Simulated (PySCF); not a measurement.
# Cl3H3SSiTi ((Cl)3Ti-S-SiH3): the cost of one run

Computed with PySCF 2.14.0, with density-fitted response routines of our own, on a single molecule in the gas phase. Atoms are numbered from 0 throughout.

**1. The molecule as given**

9 atoms, charge 0, multiplicity 1; geometry from: GFN2-xTB. The atoms were then displaced at random by about 0.03 Å, so the start is not that level's minimum.

Bonds of the start (Å): Ti0–Cl1 2.06, Ti0–Cl2 2.19, Ti0–Cl3 2.18, Ti0–S4 2.20, S4–Si5 2.12, Si5–H6 1.49, Si5–H7 1.42, Si5–H8 1.43.

**2. Geometry optimisation at PBE0-D3(BJ)/def2-SVP**

What the job is given:

```
{"job": {"xc": "PBE0", "basis": "def2-SVP", "d3": "d3bj", "grid": 1, "maxiter": 40, "shake": 0.03, "kind": "geom"}, "charge": 0, "multiplicity": 1}
Ti    -0.062690     1.388800    -0.457810
Cl     1.869490     1.476430    -1.158370
Cl    -1.425460     0.445880    -1.890370
Cl    -0.723420     3.451500    -0.230350
S     -0.212850     0.402030     1.502200
Si     0.098170    -1.508190     0.637370
H      0.615690    -2.304810     1.784900
H     -1.141940    -1.991560     0.154260
H      1.115760    -1.429520    -0.367480
```

Run with:

```
OMP_NUM_THREADS=1 python probes_run.py task.json out
```

This one command runs all jobs of the session in turn.

**Question.** How long does this first job take on 1 thread of Arm Neoverse V1, shared host, and how much memory does it need?

About 2.9 min, with a peak of 0.58 GiB.
